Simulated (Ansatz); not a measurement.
# LaAgSb2: the cost of one run

Method: DFT PBEsol, scalar-relativistic, plane waves, PAW, in Ansatz 0.2.0.

That is the level of the relaxation; later steps name their own.

1 further run of the same task is left out (set aside as unsound or not needed).

## Step 1: The starting structure

The structure is tetragonal, space group P4/nmm (No. 129). The conventional cell has a = 4.373 Å, b = 4.373 Å, c = 10.684 Å, α = 90.00°, β = 90.00°, γ = 90.00°. La (site symmetry 4mm) has 8 Sb at 3.23 to 3.38 Å and 4 Ag at 3.52 Å as nearest neighbours. Around Ag (site symmetry -4m2) lie 4 Sb at 2.84 Å and 4 Ag at 3.09 Å. Sb (site symmetry 4mm) is surrounded by 4 Ag at 2.84 Å and 4 La at 3.23 Å. Around Sb (site symmetry -4m2) lie 4 Sb at 3.09 Å and 4 La at 3.38 Å.

As a file:

```cif
data_structure
_symmetry_space_group_name_H-M 'P 1'
_symmetry_Int_Tables_number 1
_cell_length_a 4.3733
_cell_length_b 4.3733
_cell_length_c 10.6840
_cell_angle_alpha 90.000
_cell_angle_beta 90.000
_cell_angle_gamma 90.000
_cell_volume 204.34
loop_
_atom_site_label
_atom_site_type_symbol
_atom_site_fract_x
_atom_site_fract_y
_atom_site_fract_z
_atom_site_occupancy
La1 La 0.00000 0.50000 0.25859 1
La2 La 0.50000 0.00000 0.74141 1
Ag1 Ag 0.00000 0.00000 0.00000 1
Ag2 Ag 0.50000 0.50000 0.00000 1
Sb1 Sb 0.00000 0.50000 0.82989 1
Sb2 Sb 0.50000 0.00000 0.17011 1
Sb3 Sb 0.00000 0.00000 0.50000 1
Sb4 Sb 0.50000 0.50000 0.50000 1
```

It goes back to an entry of the Materials Project.

This cell was relaxed beforehand with the same method: volume 25.54 Å³/atom, gap on the mesh none (metal).

## Step 2: Levels with PBEsol

Input file input.yaml:

```yaml
crystal:
  lattice:
    - [4.3733083507, 0.0, 0.0]
    - [0.0, 4.3733083507, 0.0]
    - [0.0, 0.0, 10.6839527098]
  atoms:
    - { symbol: La, position: [0.0, 0.5, 0.2585935352] }
    - { symbol: La, position: [0.5, 0.0, 0.7414064648] }
    - { symbol: Ag, position: [0.0, 0.0, 0.0] }
    - { symbol: Ag, position: [0.5, 0.5, 0.0] }
    - { symbol: Sb, position: [0.0, 0.5, 0.829892304] }
    - { symbol: Sb, position: [0.5, 0.0, 0.170107696] }
    - { symbol: Sb, position: [0.0, 0.0, 0.5] }
    - { symbol: Sb, position: [0.5, 0.5, 0.5] }
basis:
  ecutwfc: 420
kpoints:
  mp_grid: { grid: [8, 8, 4] }
  band_path:
    path:
      - [0.0, 0.0, 0.0]
      - [0.0, 0.5, 0.0]
      - [0.5, 0.5, 0.0]
      - [0.0, 0.0, 0.5]
      - [0.0, 0.5, 0.5]
      - [0.5, 0.5, 0.5]
    npoints: 1
hamiltonian:
  xc: pbesol
scf:
  occupations: { method: gaussian, width: 0.1 }
  n_extra_bands: 7
output:
  forces: true
  stress: true
  eigenvalues: true
  write_density: true
  write_potential: true
  elf: true
  volumetric_format: npy
```

The run is started by

```
$ ansatz run input.yaml --threads 2 --pin off --max-ram 5120MiB --backend cpu --events-out ev --progress --plain --runs-dir out
```

Q: Estimate wall time and peak memory on 2 threads of Intel Xeon 6975P-C (Granite Rapids), shared host.

About 13 s, with a peak of 0.81 GiB.
